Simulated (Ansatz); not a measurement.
# BrGeHO: one species, many methods

An exercise on one series of results from a longer session: the logs are not shown, and one member is left open.

Method: functionals in def2-TZVPP, the program's frozen cores in correlated methods; program: Ansatz 0.2.0, Gaussian basis.

Levels to be run: LDA (SPW92), PBE-D4, revPBE-D4, BLYP-D4, r2SCAN-D4, B97M-V, PBE0-D4, B3LYP-D4, r2SCANh-D4, r2SCAN0-D4, HSE06-D4, BHLYP-D4, CAM-B3LYP-D4, LC-ωPBE, ωB97X-V, ωB97M-V, B2PLYP, PBE-QIDH; CCSD(T)/def2-SVP; CCSD(T)/def2-TZVPP; MP2/def2-QZVPP; extrapolation to the limit; RPA on PBE.

### The relaxed structure

All runs share one geometry, relaxed beforehand with PBE0-D4 in a triple-zeta def2 set.

SMILES `[OH][Ge][Br]`, 4 atoms, charge 0, spin multiplicity 1.

Atoms are counted from 1 here; the program's logs count them from 0.

Bond lengths: O1–Ge2 1.771 Å, O1–H4 0.963 Å, Ge2–Br3 2.376 Å. Angles: Ge2–O1–H4 115.4°, O1–Ge2–Br3 98.8°.

The first run:

in.yaml reads:

```yaml
crystal:
  periodic: [false, false, false]
  atoms:
    - {symbol: O, position_ang: [-0.884816, 0.569270, -0.516289]}
    - {symbol: Ge, position_ang: [-0.674158, -0.628641, 0.771393]}
    - {symbol: Br, position_ang: [1.688533, -0.856585, 0.675321]}
    - {symbol: H, position_ang: [-0.073958, 0.855655, -0.950625]}
basis:
  gaussian: {orbitals: def2-TZVPP}
hamiltonian: {xc: lda}
output: {orbitals: {seedname: orbitals}}
```

Steps of the session up to this table: LDA; PBE-D4 (GGA); revPBE-D4 (GGA); BLYP-D4 (GGA); r2SCAN-D4 (meta-GGA); B97M-V (meta-GGA); PBE0-D4 (hybrid); B3LYP-D4 (hybrid); r2SCANh-D4 (hybrid); r2SCAN0-D4 (hybrid); HSE06-D4 (hybrid); BHLYP-D4 (hybrid); CAM-B3LYP-D4 (range-separated); LC-ωPBE-D4 (range-separated; the results give it without D4); ωB97X-V (range-separated); ωB97M-V (range-separated); B2PLYP (double hybrid); PBE-QIDH (double hybrid).

One table of the session follows, with a row left open; its other results are not shown here.

It belongs to the step «Orbital energies across the functionals». 

| functional | HOMO (eV) | LUMO (eV) | gap (eV) |
| --- | --- | --- | --- |
| LDA (SPW92) | -6.97 | -3.44 | 3.53 |
| PBE-D4 | ? | ? | ? |
| revPBE-D4 | -6.71 | -3.10 | 3.61 |
| BLYP-D4 | -6.63 | -3.10 | 3.54 |
| r2SCAN-D4 | -7.08 | -3.17 | 3.91 |
| B97M-V | -7.04 | -3.06 | 3.98 |
| PBE0-D4 | -7.90 | -2.47 | 5.43 |
| B3LYP-D4 | -7.70 | -2.68 | 5.02 |
| r2SCANh-D4 | -7.49 | -2.88 | 4.61 |
| r2SCAN0-D4 | -8.10 | -2.46 | 5.64 |
| HSE06-D4 | -7.50 | -2.84 | 4.67 |
| BHLYP-D4 | -8.87 | -1.65 | 7.22 |
| CAM-B3LYP-D4 | -9.17 | -1.45 | 7.71 |
| LC-ωPBE | -10.41 | -0.34 | 10.07 |
| ωB97X-V | -10.09 | -0.42 | 9.67 |
| ωB97M-V | -9.99 | -0.51 | 9.48 |

Q: Estimate the row for PBE-D4 from the others.

As computed: HOMO (eV): -6.78; LUMO (eV): -3.19; gap (eV): 3.58. In the column «HOMO (eV)» it lies between LDA (SPW92) (-6.97) and revPBE-D4 (-6.71).
